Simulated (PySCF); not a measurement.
# C4H5F3: the cost of one run

The runs use PySCF 2.14.0, with density-fitted response routines of our own; the level of theory stands in each step. All values are computed, except where a source is named. Atoms count from 0, in the outputs and in this text.

### Step 1. The starting structure

12 atoms, charge 0, multiplicity 1; geometry from: GFN2-xTB. The atoms were then displaced at random by about 0.01 Å, so the start is not that level's minimum.

Bonds of the start (Å): C0–C1 1.52, C1–F2 1.34, C1–C3 1.29, C3–F4 1.36, C3–C5 1.52, C5–F6 1.38, C0–H7 1.07, C0–H8 1.06, C0–H9 1.07, C5–H10 1.09, C5–H11 1.08.

### Step 2. Geometry optimisation at PBE0-D3(BJ)/def2-SVP

Job settings and geometry (Å):

```
{"job": {"xc": "PBE0", "basis": "def2-SVP", "d3": "d3bj", "grid": 1, "shake": 0.01, "kind": "geom"}, "charge": 0, "multiplicity": 1}
C      1.470210    -0.588370     0.404210
C      0.681340     0.698850     0.241480
F      1.373300     1.804360     0.551180
C     -0.541500     0.834030    -0.160670
F     -1.145450     2.048820    -0.274240
C     -1.511140    -0.279030    -0.526790
F     -1.478290    -1.284670     0.417860
H      1.550320    -0.809970     1.451600
H      0.958920    -1.377180    -0.094520
H      2.452230    -0.425530     0.015850
H     -1.245740    -0.753090    -1.471350
H     -2.524510     0.103500    -0.563630
```

Run with:

```sh
$ OMP_NUM_THREADS=1 python probes_run.py task.json out
```

The driver reads the jobs from task.json and runs them one after another.

Q: Estimate the wall time and peak memory of this first job on 1 thread of Intel Xeon at 2.70GHz, shared host.

About 97 s, with a peak of 0.52 GiB.
